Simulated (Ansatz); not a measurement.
# Ta: pulling the crystal apart

The task, for Ta: open the crystal across a (0 0 1) plane.

Computed with Ansatz 0.2.0 (DFT PBEsol, scalar-relativistic, plane waves, PAW, unless a step's input says otherwise).

1 further run of the same task is left out (set aside as unsound or not needed). Runs told in other sessions of the task aren't counted.

### Step 1. The structure to begin with

The structure is hexagonal, space group P6_322 (No. 182). Conventional cell: a = 4.970 Å, b = 4.970 Å, c = 8.368 Å, α = 90.00°, β = 90.00°, γ = 120.00°. Ta (site symmetry 2) has 8 Ta at 2.68 to 2.91 Å in its first shell of neighbours. Ta (site symmetry 32) has 6 Ta at 2.68 Å in its first shell of neighbours.

Structure file:

```xyz
16
Lattice="-4.9705 0.0000 0.0000 -2.4852 -4.3045 0.0000 0.0000 0.0000 16.7367" Properties=species:S:1:pos:R:3 pbc="T T T"
Ta   -3.2884   -2.9134    8.3684
Ta   -3.2884   -2.9134    0.0000
Ta   -3.3641    0.0000    0.0000
Ta   -3.3641    0.0000    8.3684
Ta   -0.8032   -1.3911    8.3684
Ta   -0.8032   -1.3911    0.0000
Ta   -4.1673   -1.3911    4.1842
Ta   -4.1673   -1.3911   12.5526
Ta   -4.0915   -4.3045    4.1842
Ta   -4.0915   -4.3045   12.5526
Ta   -1.6821   -2.9134    4.1842
Ta   -1.6821   -2.9134   12.5526
Ta   -4.9705   -2.8697    6.2763
Ta   -4.9705   -2.8697   14.6446
Ta   -2.4852   -1.4348    2.0921
Ta   -2.4852   -1.4348   10.4605
```

It goes back to an entry of the Materials Project, which need not be the stable form.

It is built from the cell relaxed beforehand with the same method (22.38 Å³/atom).

### Step 2. The reference: the undisturbed cell on the scan's mesh

File input.yaml:

```yaml
crystal:
  lattice:
    - [-4.9704540615, 0.0, 0.0]
    - [-2.4852270307, -4.3045394856, 0.0]
    - [0.0, 0.0, 16.7367392103]
  atoms:
    - { symbol: Ta, position: [0.3231711699, 0.6768288301, 0.5] }
    - { symbol: Ta, position: [0.3231711699, 0.6768288301, 0.0] }
    - { symbol: Ta, position: [0.6768288301, 0.0, 0.0] }
    - { symbol: Ta, position: [0.6768288301, 0.0, 0.5] }
    - { symbol: Ta, position: [0.0, 0.3231711699, 0.5] }
    - { symbol: Ta, position: [0.0, 0.3231711699, 0.0] }
    - { symbol: Ta, position: [0.6768288301, 0.3231711699, 0.25] }
    - { symbol: Ta, position: [0.6768288301, 0.3231711699, 0.75] }
    - { symbol: Ta, position: [0.3231711699, 1.0, 0.25] }
    - { symbol: Ta, position: [0.3231711699, 1.0, 0.75] }
    - { symbol: Ta, position: [0.0, 0.6768288301, 0.25] }
    - { symbol: Ta, position: [0.0, 0.6768288301, 0.75] }
    - { symbol: Ta, position: [0.6666666667, 0.6666666667, 0.375] }
    - { symbol: Ta, position: [0.6666666667, 0.6666666667, 0.875] }
    - { symbol: Ta, position: [0.3333333333, 0.3333333333, 0.125] }
    - { symbol: Ta, position: [0.3333333333, 0.3333333333, 0.625] }
basis:
  ecutwfc: 420
kpoints:
  mp_grid: { grid: [9, 9, 3] }
hamiltonian:
  xc: pbesol
scf:
  occupations: { method: gaussian, width: 0.15 }
output:
  forces: true
  stress: true
  eigenvalues: true
```

Started as:

```console
ansatz run input.yaml --threads 2 --pin off --max-ram 5120MiB --backend cpu --events-out ev --progress --plain --runs-dir out
```

What it wrote, cut to the lines that bear on the results:

```text
Warning: RAYON_NUM_THREADS=2 ignored (pool sized by the plan → 2); use --threads N
[...]
Pseudopotentials: kind: paw
Pseudopotential: Ta, paw, valence charge 13, recommended cutoff 420 eV (normal), Ta.paw.azcp
Functional definition: PBEsol
[...]
Crystal: 16 atoms, lattice volume = 358.091 Å³
Basis set: ecut = 420 eV, 6997 PW (Γ), exchange–correlation on 72×72×240 points (8 copies of the dense FFT grid, shifted against one another)
Bands: 125, of which v1, the nominal top of the filled ones, is band 104 counted from 1 (103 counted from 0)
Symmetry: 24 space group operations
Space group: P6322 (ITA 182), of the structure as read, at distance tolerance 7.1e-5 Å
k-points: 24 of 243 (time reversal used)
[...]
SCF iter   1: F=—  HF=-156881.667358 eV  |F-HF|=—  |Δ(HF+E_count)|=         —  Δρ=6.37e-3  dr2=2.29e-1  ethr=1.77e-3  ⟨swp⟩=7.0  Hψ=12350  notcnv=0
[...]
SCF iter   7: F=-156881.614722 eV  HF=-156881.614722 eV  |F-HF|=1.25e-9  |Δ(HF+E_count)|=   2.16e-7  Δρ=2.68e-6  dr2=3.33e-8  ethr=4.81e-11  ⟨swp⟩=12.6  Hψ=12417  notcnv=0
[...]
SCF converged after 7 iterations
Free energy (F): -156881.614722 eV
[...]
E sigma→0 (E₀):  -156881.507018 eV
Entropy (-TS):   -0.215407 eV (-13.463 meV/atom)
Fermi energy:    14.383528 eV
[...]
--- Forces (eV/Å), atoms counted from 1 ---
  atom   1  Ta    -0.00141650     0.00245345     0.00000000
  atom   2  Ta    -0.00141650     0.00245345    -0.00000000
  atom   3  Ta     0.00283300     0.00000000     0.00000000
  atom   4  Ta     0.00283300     0.00000000    -0.00000000
  atom   5  Ta    -0.00141650    -0.00245345    -0.00000000
  atom   6  Ta    -0.00141650    -0.00245345    -0.00000000
  atom   7  Ta     0.00141650    -0.00245345    -0.00000000
  atom   8  Ta     0.00141650    -0.00245345    -0.00000000
[...]
--- Stress (GPa, compression-positive) ---
        0.079523      -0.000000      -0.000000
       -0.000000       0.079523       0.000000
       -0.000000       0.000000       0.026139
  P = ⅓ Tr σ = 0.0617 GPa (0.617 kbar)
--- Band table (eV; the first three rows and the last of 24) ---
[...]
```

Wall time 47 s (2 threads of Intel Xeon Platinum 8259CL at 2.50GHz (Skylake/Cascade Lake), shared host); peak memory 1.3 GiB.

The cell is repeated 2 times, 16 atoms in all. Reference values: F = -156881.6147 eV; pressure 0.06 GPa; largest force 0.003 eV/Å; gap on the mesh none (metal).

### Step 3. The scan: pulling the crystal apart

The cut lies on the cell's a–b face, a (0 0 1) plane of area 21.40 Å², between layers 2.09 Å apart (Ta below, Ta above); the cell is 16.7 Å thick. Vector c is lengthened by d along the normal with the atoms' Cartesian places fixed: one unrelaxed cut per cell.

### Step 4. At d = 1.00 Å

File input.yaml:

```yaml
crystal:
  lattice:
    - [-4.9704540615, 0.0, 0.0]
    - [-2.4852270307, -4.3045394856, 0.0]
    - [0.0, 0.0, 17.7367392103]
  atoms:
    - { symbol: Ta, position: [0.3231711699, 0.6768288301, 0.4128336848] }
    - { symbol: Ta, position: [0.3231711699, 0.6768288301, 0.8846436103] }
    - { symbol: Ta, position: [0.6768288301, 0.0, 0.8846436103] }
    - { symbol: Ta, position: [0.6768288301, 0.0, 0.4128336848] }
    - { symbol: Ta, position: [0.0, 0.3231711699, 0.4128336848] }
    - { symbol: Ta, position: [0.0, 0.3231711699, 0.8846436103] }
    - { symbol: Ta, position: [0.6768288301, 0.3231711699, 0.1769287221] }
    - { symbol: Ta, position: [0.6768288301, 0.3231711699, 0.6487386475] }
    - { symbol: Ta, position: [0.3231711699, 1.0, 0.1769287221] }
    - { symbol: Ta, position: [0.3231711699, 1.0, 0.6487386475] }
    - { symbol: Ta, position: [0.0, 0.6768288301, 0.1769287221] }
    - { symbol: Ta, position: [0.0, 0.6768288301, 0.6487386475] }
    - { symbol: Ta, position: [0.6666666667, 0.6666666667, 0.2948812034] }
    - { symbol: Ta, position: [0.6666666667, 0.6666666667, 0.7666911289] }
    - { symbol: Ta, position: [0.3333333333, 0.3333333333, 0.0589762407] }
    - { symbol: Ta, position: [0.3333333333, 0.3333333333, 0.5307861662] }
basis:
  ecutwfc: 420
kpoints:
  mp_grid: { grid: [9, 9, 3] }
hamiltonian:
  xc: pbesol
scf:
  occupations: { method: gaussian, width: 0.15 }
output:
  forces: true
  stress: true
  eigenvalues: true
  write_density: true
  write_potential: true
  elf: true
  volumetric_format: npy
```

Started as:

```console
ansatz run input.yaml --threads 2 --pin off --max-ram 5120MiB --backend cpu --events-out ev --progress --plain --runs-dir out
```

What it wrote, cut to the lines that bear on the results:

```text
Warning: RAYON_NUM_THREADS=2 ignored (pool sized by the plan → 2); use --threads N
[...]
[... 3 set-up lines as earlier in the session ...]
[...]
Crystal: 16 atoms, lattice volume = 379.487 Å³
Basis set: ecut = 420 eV, 7373 PW (Γ), exchange–correlation on 72×72×240 points (8 copies of the dense FFT grid, shifted against one another)
Bands: 125, of which v1, the nominal top of the filled ones, is band 104 counted from 1 (103 counted from 0)
Symmetry: 3 space group operations
Space group: P3 (ITA 143), of the structure as read, at distance tolerance 7.2e-5 Å
k-points: 44 of 243 (time reversal used)
[...]
SCF iter   1: F=—  HF=-156879.915332 eV  |F-HF|=—  |Δ(HF+E_count)|=         —  Δρ=7.98e-3  dr2=2.86e0  ethr=1.77e-3  ⟨swp⟩=7.0  Hψ=22729  notcnv=0
[...]
SCF iter   9: F=-156879.818887 eV  HF=-156879.818887 eV  |F-HF|=3.67e-8  |Δ(HF+E_count)|=   2.96e-8  Δρ=1.31e-6  dr2=4.68e-8  ethr=4.81e-11  ⟨swp⟩=18.0  Hψ=40679  notcnv=0
[...]
SCF converged after 9 iterations
Free energy (F): -156879.818887 eV
[...]
E sigma→0 (E₀):  -156879.704257 eV
Entropy (-TS):   -0.229259 eV (-14.329 meV/atom)
Fermi energy:    13.353757 eV
[...]
--- Forces (eV/Å), atoms counted from 1 ---
  atom   1  Ta    -0.05227005    -0.00509351     0.02461775
  atom   2  Ta     0.53362558     0.76867341     0.61806493
  atom   3  Ta     0.39887791    -0.84647001     0.61806493
  atom   4  Ta     0.02172392     0.04781394     0.02461775
  atom   5  Ta     0.03054613    -0.04272044     0.02461775
  atom   6  Ta    -0.93250349     0.07779660     0.61806493
  atom   7  Ta     0.32214801    -0.22168722    -0.18217749
  atom   8  Ta     0.03368283     0.01849608    -0.00019996
[...]
--- Stress (GPa, compression-positive) ---
       -2.744727      -0.000000      -0.000000
        0.000000      -2.744727       0.000000
       -0.000000       0.000000      -3.102530
  P = ⅓ Tr σ = -2.8640 GPa (-28.640 kbar)
--- Band table (eV; the first three rows and the last of 44) ---
[...]
```

Wall time 2.6 min (2 threads of Intel Xeon Platinum 8259CL at 2.50GHz (Skylake/Cascade Lake), shared host); peak memory 1.7 GiB.

Density in a lattice plane of the grid's cell (edges 4.97 and 17.74 Å, at 0.323 of the third edge), which holds Ta.

Ten even steps from ' ' (0.04 e/Å³) to '@' (4.46 e/Å³):
```
            
@@::      ::
##..      ..
            
            
        ::  
      ::##==
        ::  
  ..@@--    
  ..%%..    
**..        
%%::      ::
            
            
            
      ..@@::
      ..@@::
    ==..    
  ::%%--    
            
```
Columns run along the first of these edges and rows up along the second, over one cell in 6 and 20 even steps from the bottom left corner. Atoms in the plane (fractional): Ta at (0.00, 0.41), Ta at (0.00, 0.88), Ta at (0.68, 0.18), Ta at (0.68, 0.65), Ta at (0.33, 0.06), Ta at (0.33, 0.53).

ELF in the same plane.

Values, 12 rows by 6 columns:
```
0.71 0.27 0.51 0.34 0.53 0.30
0.43 0.12 0.46 0.37 0.59 0.23
0.29 0.26 0.17 0.21 0.33 0.25
0.52 0.33 0.55 0.39 0.41 0.48
0.57 0.28 0.31 0.35 0.24 0.12
0.36 0.42 0.64 0.30 0.38 0.20
0.03 0.51 0.59 0.33 0.49 0.54
0.32 0.18 0.27 0.33 0.47 0.39
0.52 0.36 0.33 0.16 0.26 0.37
0.50 0.34 0.59 0.40 0.18 0.57
0.42 0.28 0.59 0.48 0.53 0.23
0.27 0.25 0.22 0.16 0.23 0.16
```
Columns run along the first of these edges and rows up along the second, over one cell in 6 and 12 even steps from the bottom left corner. Atoms in the plane (fractional): Ta at (0.00, 0.41), Ta at (0.00, 0.88), Ta at (0.68, 0.18), Ta at (0.68, 0.65), Ta at (0.33, 0.06), Ta at (0.33, 0.53).

Both are smooth fields of the valence electrons: close to the nuclei they are not physical.

Outside the cores ELF peaks at 0.63 between the atoms, 1.6 Å from Ta.

### Step 5. d = 3.00 Å

File input.yaml:

```yaml
crystal:
  lattice:
    - [-4.9704540615, 0.0, 0.0]
    - [-2.4852270307, -4.3045394856, 0.0]
    - [0.0, 0.0, 19.7367392103]
  atoms:
    - { symbol: Ta, position: [0.3231711699, 0.6768288301, 0.3709996533] }
    - { symbol: Ta, position: [0.3231711699, 0.6768288301, 0.7949992571] }
    - { symbol: Ta, position: [0.6768288301, 0.0, 0.7949992571] }
    - { symbol: Ta, position: [0.6768288301, 0.0, 0.3709996533] }
    - { symbol: Ta, position: [0.0, 0.3231711699, 0.3709996533] }
    - { symbol: Ta, position: [0.0, 0.3231711699, 0.7949992571] }
    - { symbol: Ta, position: [0.6768288301, 0.3231711699, 0.1589998514] }
    - { symbol: Ta, position: [0.6768288301, 0.3231711699, 0.5829994552] }
    - { symbol: Ta, position: [0.3231711699, 1.0, 0.1589998514] }
    - { symbol: Ta, position: [0.3231711699, 1.0, 0.5829994552] }
    - { symbol: Ta, position: [0.0, 0.6768288301, 0.1589998514] }
    - { symbol: Ta, position: [0.0, 0.6768288301, 0.5829994552] }
    - { symbol: Ta, position: [0.6666666667, 0.6666666667, 0.2649997524] }
    - { symbol: Ta, position: [0.6666666667, 0.6666666667, 0.6889993561] }
    - { symbol: Ta, position: [0.3333333333, 0.3333333333, 0.0529999505] }
    - { symbol: Ta, position: [0.3333333333, 0.3333333333, 0.4769995543] }
basis:
  ecutwfc: 420
kpoints:
  mp_grid: { grid: [9, 9, 3] }
hamiltonian:
  xc: pbesol
scf:
  occupations: { method: gaussian, width: 0.15 }
output:
  forces: true
  stress: true
  eigenvalues: true
```

Started as:

```console
ansatz run input.yaml --threads 2 --pin off --max-ram 5120MiB --backend cpu --events-out ev --progress --plain --runs-dir out
```

What it wrote, cut to the lines that bear on the results:

```text
Warning: RAYON_NUM_THREADS=2 ignored (pool sized by the plan → 2); use --threads N
[...]
[... 3 set-up lines as earlier in the session ...]
[...]
Crystal: 16 atoms, lattice volume = 422.278 Å³
Basis set: ecut = 420 eV, 8231 PW (Γ), exchange–correlation on 72×72×270 points (8 copies of the dense FFT grid, shifted against one another)
Bands: 125, of which v1, the nominal top of the filled ones, is band 104 counted from 1 (103 counted from 0)
[... 1 set-up line as earlier in the session ...]
Space group: P3 (ITA 143), of the structure as read, at distance tolerance 7.5e-5 Å
k-points: 44 of 243 (time reversal used)
[...]
SCF iter   1: F=—  HF=-156878.014768 eV  |F-HF|=—  |Δ(HF+E_count)|=         —  Δρ=1.27e-2  dr2=1.90e1  ethr=1.77e-3  ⟨swp⟩=7.7  Hψ=23387  notcnv=0
[...]
SCF iter   9: F=-156877.713776 eV  HF=-156877.713776 eV  |F-HF|=1.17e-8  |Δ(HF+E_count)|=   5.88e-9  Δρ=1.47e-6  dr2=2.09e-8  ethr=4.81e-11  ⟨swp⟩=4.5  Hψ=16853  notcnv=0
[...]
SCF converged after 9 iterations
Free energy (F): -156877.713776 eV
[...]
E sigma→0 (E₀):  -156877.590040 eV
Entropy (-TS):   -0.247471 eV (-15.467 meV/atom)
Fermi energy:    11.609897 eV
[...]
--- Forces (eV/Å), atoms counted from 1 ---
  atom   1  Ta    -0.04711448     0.00943726    -0.00676057
  atom   2  Ta     0.31715777     0.47313346     0.00665253
  atom   3  Ta     0.25116671    -0.51123342     0.00665253
  atom   4  Ta     0.03173015     0.03608371    -0.00676057
  atom   5  Ta     0.01538433    -0.04552097    -0.00676057
  atom   6  Ta    -0.56832448     0.03809995     0.00665253
  atom   7  Ta     0.77077977    -0.26716008    -0.63696623
  atom   8  Ta     0.03747979     0.03638376    -0.01477343
[...]
--- Stress (GPa, compression-positive) ---
       -2.570299      -0.000000       0.000000
        0.000000      -2.570299       0.000000
       -0.000000       0.000000      -2.213541
  P = ⅓ Tr σ = -2.4514 GPa (-24.514 kbar)
--- Band table (eV; the first three rows and the last of 44) ---
[...]
```

Wall time 2.2 min (2 threads of Intel Xeon Platinum 8259CL at 2.50GHz (Skylake/Cascade Lake), shared host); peak memory 1.9 GiB.

### Step 6. d = 0.50 Å

File input.yaml:

```yaml
crystal:
  lattice:
    - [-4.9704540615, 0.0, 0.0]
    - [-2.4852270307, -4.3045394856, 0.0]
    - [0.0, 0.0, 17.2367392103]
  atoms:
    - { symbol: Ta, position: [0.3231711699, 0.6768288301, 0.4248090845] }
    - { symbol: Ta, position: [0.3231711699, 0.6768288301, 0.9103051812] }
    - { symbol: Ta, position: [0.6768288301, 0.0, 0.9103051812] }
    - { symbol: Ta, position: [0.6768288301, 0.0, 0.4248090845] }
    - { symbol: Ta, position: [0.0, 0.3231711699, 0.4248090845] }
    - { symbol: Ta, position: [0.0, 0.3231711699, 0.9103051812] }
    - { symbol: Ta, position: [0.6768288301, 0.3231711699, 0.1820610362] }
    - { symbol: Ta, position: [0.6768288301, 0.3231711699, 0.6675571329] }
    - { symbol: Ta, position: [0.3231711699, 1.0, 0.1820610362] }
    - { symbol: Ta, position: [0.3231711699, 1.0, 0.6675571329] }
    - { symbol: Ta, position: [0.0, 0.6768288301, 0.1820610362] }
    - { symbol: Ta, position: [0.0, 0.6768288301, 0.6675571329] }
    - { symbol: Ta, position: [0.6666666667, 0.6666666667, 0.3034350604] }
    - { symbol: Ta, position: [0.6666666667, 0.6666666667, 0.788931157] }
    - { symbol: Ta, position: [0.3333333333, 0.3333333333, 0.0606870121] }
    - { symbol: Ta, position: [0.3333333333, 0.3333333333, 0.5461831087] }
basis:
  ecutwfc: 420
kpoints:
  mp_grid: { grid: [9, 9, 3] }
hamiltonian:
  xc: pbesol
scf:
  occupations: { method: gaussian, width: 0.15 }
output:
  forces: true
  stress: true
  eigenvalues: true
```

Started as:

```console
ansatz run input.yaml --threads 2 --pin off --max-ram 5120MiB --backend cpu --events-out ev --progress --plain --runs-dir out
```

What it wrote, cut to the lines that bear on the results:

```text
Warning: RAYON_NUM_THREADS=2 ignored (pool sized by the plan → 2); use --threads N
[...]
[... 3 set-up lines as earlier in the session ...]
[...]
Crystal: 16 atoms, lattice volume = 368.789 Å³
Basis set: ecut = 420 eV, 7167 PW (Γ), exchange–correlation on 72×72×240 points (8 copies of the dense FFT grid, shifted against one another)
Bands: 125, of which v1, the nominal top of the filled ones, is band 104 counted from 1 (103 counted from 0)
[... 2 set-up lines as earlier in the session ...]
k-points: 44 of 243 (time reversal used)
[...]
SCF iter   1: F=—  HF=-156880.970888 eV  |F-HF|=—  |Δ(HF+E_count)|=         —  Δρ=6.79e-3  dr2=8.99e-1  ethr=1.77e-3  ⟨swp⟩=6.8  Hψ=22474  notcnv=0
[...]
SCF iter   9: F=-156880.905469 eV  HF=-156880.905469 eV  |F-HF|=1.06e-8  |Δ(HF+E_count)|=   1.25e-8  Δρ=9.20e-7  dr2=1.50e-8  ethr=4.81e-11  ⟨swp⟩=13.0  Hψ=20681  notcnv=0
[...]
SCF converged after 9 iterations
Free energy (F): -156880.905469 eV
[...]
E sigma→0 (E₀):  -156880.793757 eV
Entropy (-TS):   -0.223424 eV (-13.964 meV/atom)
Fermi energy:    13.859800 eV
[...]
--- Forces (eV/Å), atoms counted from 1 ---
  atom   1  Ta    -0.02943128    -0.00677234     0.01633379
  atom   2  Ta     0.50665582     0.76233645     0.69393241
  atom   3  Ta     0.40687482    -0.81994504     0.69393241
  atom   4  Ta     0.00885062     0.02887440     0.01633379
  atom   5  Ta     0.02058066    -0.02210206     0.01633379
  atom   6  Ta    -0.91353064     0.05760859     0.69393241
  atom   7  Ta     0.14504624    -0.13740380    -0.07335358
  atom   8  Ta     0.02044842     0.00446817    -0.00357792
[...]
--- Stress (GPa, compression-positive) ---
       -1.964663       0.000000      -0.000000
       -0.000000      -1.964663       0.000000
       -0.000000      -0.000000      -2.616728
  P = ⅓ Tr σ = -2.1820 GPa (-21.820 kbar)
--- Band table (eV; the first three rows and the last of 44) ---
[...]
```

Wall time 1.7 min (2 threads of Intel Xeon Platinum 8259CL at 2.50GHz (Skylake/Cascade Lake), shared host); peak memory 1.7 GiB.

### Step 7. At d = 2.00 Å

File input.yaml:

```yaml
crystal:
  lattice:
    - [-4.9704540615, 0.0, 0.0]
    - [-2.4852270307, -4.3045394856, 0.0]
    - [0.0, 0.0, 18.7367392103]
  atoms:
    - { symbol: Ta, position: [0.3231711699, 0.6768288301, 0.3908003053] }
    - { symbol: Ta, position: [0.3231711699, 0.6768288301, 0.8374292257] }
    - { symbol: Ta, position: [0.6768288301, 0.0, 0.8374292257] }
    - { symbol: Ta, position: [0.6768288301, 0.0, 0.3908003053] }
    - { symbol: Ta, position: [0.0, 0.3231711699, 0.3908003053] }
    - { symbol: Ta, position: [0.0, 0.3231711699, 0.8374292257] }
    - { symbol: Ta, position: [0.6768288301, 0.3231711699, 0.1674858451] }
    - { symbol: Ta, position: [0.6768288301, 0.3231711699, 0.6141147655] }
    - { symbol: Ta, position: [0.3231711699, 1.0, 0.1674858451] }
    - { symbol: Ta, position: [0.3231711699, 1.0, 0.6141147655] }
    - { symbol: Ta, position: [0.0, 0.6768288301, 0.1674858451] }
    - { symbol: Ta, position: [0.0, 0.6768288301, 0.6141147655] }
    - { symbol: Ta, position: [0.6666666667, 0.6666666667, 0.2791430752] }
    - { symbol: Ta, position: [0.6666666667, 0.6666666667, 0.7257719956] }
    - { symbol: Ta, position: [0.3333333333, 0.3333333333, 0.055828615] }
    - { symbol: Ta, position: [0.3333333333, 0.3333333333, 0.5024575354] }
basis:
  ecutwfc: 420
kpoints:
  mp_grid: { grid: [9, 9, 3] }
hamiltonian:
  xc: pbesol
scf:
  occupations: { method: gaussian, width: 0.15 }
output:
  forces: true
  stress: true
  eigenvalues: true
```

Started as:

```console
ansatz run input.yaml --threads 2 --pin off --max-ram 5120MiB --backend cpu --events-out ev --progress --plain --runs-dir out
```

What it wrote, cut to the lines that bear on the results:

```text
[...]
SCF converged after 8 iterations
Free energy (F): -156878.333599 eV
[...]
E sigma→0 (E₀):  -156878.214380 eV
Entropy (-TS):   -0.238437 eV (-14.902 meV/atom)
Fermi energy:    12.430960 eV
[...]
--- Forces (eV/Å), atoms counted from 1 ---
  atom   1  Ta    -0.05561730     0.00488773     0.00696337
  atom   2  Ta     0.38662731     0.55321002     0.24224660
  atom   3  Ta     0.28578028    -0.61143408     0.24224660
  atom   4  Ta     0.03204155     0.04572213     0.00696337
  atom   5  Ta     0.02357576    -0.05060986     0.00696337
  atom   6  Ta    -0.67240758     0.05822406     0.24224660
  atom   7  Ta     0.63328036    -0.26175584    -0.47684348
  atom   8  Ta     0.03705606     0.02981275    -0.00112836
[...]
--- Stress (GPa, compression-positive) ---
       -2.762001      -0.000000       0.000000
        0.000000      -2.762001       0.000000
        0.000000       0.000000      -2.833413
  P = ⅓ Tr σ = -2.7858 GPa (-27.858 kbar)
--- Band table (eV; the first three rows and the last of 44) ---
[...]
```

Run time: 1.8 min. Hardware: 2 threads of Intel Xeon Platinum 8259CL at 2.50GHz (Skylake/Cascade Lake), shared host; peak memory 1.8 GiB.

### Step 8. The scan collected

All points in order; energies are free energies above the reference cell:

```csv
d (Å),energy (J/m²),traction (GPa)
0.00,0.00,0.0
0.50,0.53,16.3
1.00,1.34,15.1
2.00,2.46,7.3
3.00,2.92,2.6
```

### Step 9. What came out

| quantity | value |
| --- | --- |
| energy at d = 3.00 Å | 2.92 J/m² |
| largest traction sampled | 16.3 GPa at d = 0.50 Å |

In words: At the widest gap sampled, 3.00 Å, the traction is still 2.6 GPa, so 2.92 J/m² is not yet the full work of separation. The traction peaks at 16.3 GPa near 0.50 Å, an estimate of the ideal strength of rigid blocks on this coarse sampling. The runs treat Ta without spin-orbit coupling.
